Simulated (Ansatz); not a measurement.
# MgO: pressure up to the limit of the methods

An exercise on one series of results from a longer session: the logs are not shown, and one member is left open.

Computed with Ansatz 0.2.0 (DFT, PBEsol, PAW with Ansatz's default frozen-core files, scalar-relativistic, unless a step's input says otherwise).

## The structure to begin with

The structure is cubic, space group Fm-3m (No. 225). Conventional cell: a = 4.309 Å, b = 4.309 Å, c = 4.309 Å, α = 90.00°, β = 90.00°, γ = 90.00°. Mg (site symmetry m-3m) has 6 O at 2.15 Å as nearest neighbours. O (site symmetry m-3m) is surrounded by 6 Mg at 2.15 Å.

Structure file:

```xyz
2
Lattice="0.0000 2.1544 2.1544 2.1544 0.0000 2.1544 2.1544 2.1544 0.0000" Properties=species:S:1:pos:R:3 pbc="T T T"
Mg    0.0000    0.0000    0.0000
O     2.1544    2.1544    2.1544
```

Whether this phase is the stable one at these pressures isn't tested.

Atoms are numbered in the order of the input: Mg1, O2.

The first run:

The input, input.yaml:

```yaml
crystal:
  lattice:
    - [0.0, 2.15443469, 2.15443469]
    - [2.15443469, 0.0, 2.15443469]
    - [2.15443469, 2.15443469, 0.0]
  atoms:
    - { symbol: Mg, position: [0.0, 0.0, 0.0] }
    - { symbol: O, position: [0.5, 0.5, 0.5] }
kpoints:
  mp_grid: { grid: [15, 15, 15] }
scf:
  occupations: { method: fermi_dirac, width: 0.05 }
hamiltonian:
  xc: pbesol
  pseudopotentials: { kind: paw }
output:
  forces: true
  stress: true
relax:
  f_tol: 0.005
  max_steps: 40
  cell: {}
```

Command:

```bash
$ ansatz run input.yaml --threads 1 --pin off --max-ram 2048MiB --backend cpu --events-out ev --progress --plain --runs-dir out
```

Among the steps run: Cell relaxed at zero pressure, PAW; Volume scaled by 1, PAW; Volume scaled by 0.94, PAW; Volume scaled by 0.88, PAW; Volume scaled by 0.8, PAW; Volume scaled by 0.72, PAW; Volume scaled by 0.64, PAW; Volume scaled by 0.55, PAW; Volume scaled by 0.55, PAW (partial_waves polarizable).

One of the session's tables, all rows but one given; the rest of the session is left out.

 The rows PAW, 0.55 and PAW (partial_waves polarizable), 0.55 agree to the last digit and may rest on the same set-up.

```
                         method  volume over the first  volume (Å³/atom)  pressure (GPa)  gap on the k mesh (eV)
                            PAW                      1             9.356           -0.01                    4.62
                            PAW                   0.94             8.794           11.05                    5.24
                            PAW                   0.88                 ?               ?                       ?
                            PAW                    0.8             7.484           55.66                    7.08
                            PAW                   0.72             6.736          101.77                    8.48
                            PAW                   0.64             5.988          176.10                    9.03
                            PAW                   0.55             5.146          321.65                    8.75
PAW (partial_waves polarizable)                   0.55             5.146          321.65                    8.75
```

Estimate the missing values for PAW, 0.88.

The run gave: volume (Å³/atom): 8.233; pressure (GPa): 26.19; gap on the k mesh (eV): 5.95. In the column «volume (Å³/atom)» it lies between PAW, 0.8 (7.484) and PAW, 0.94 (8.794).
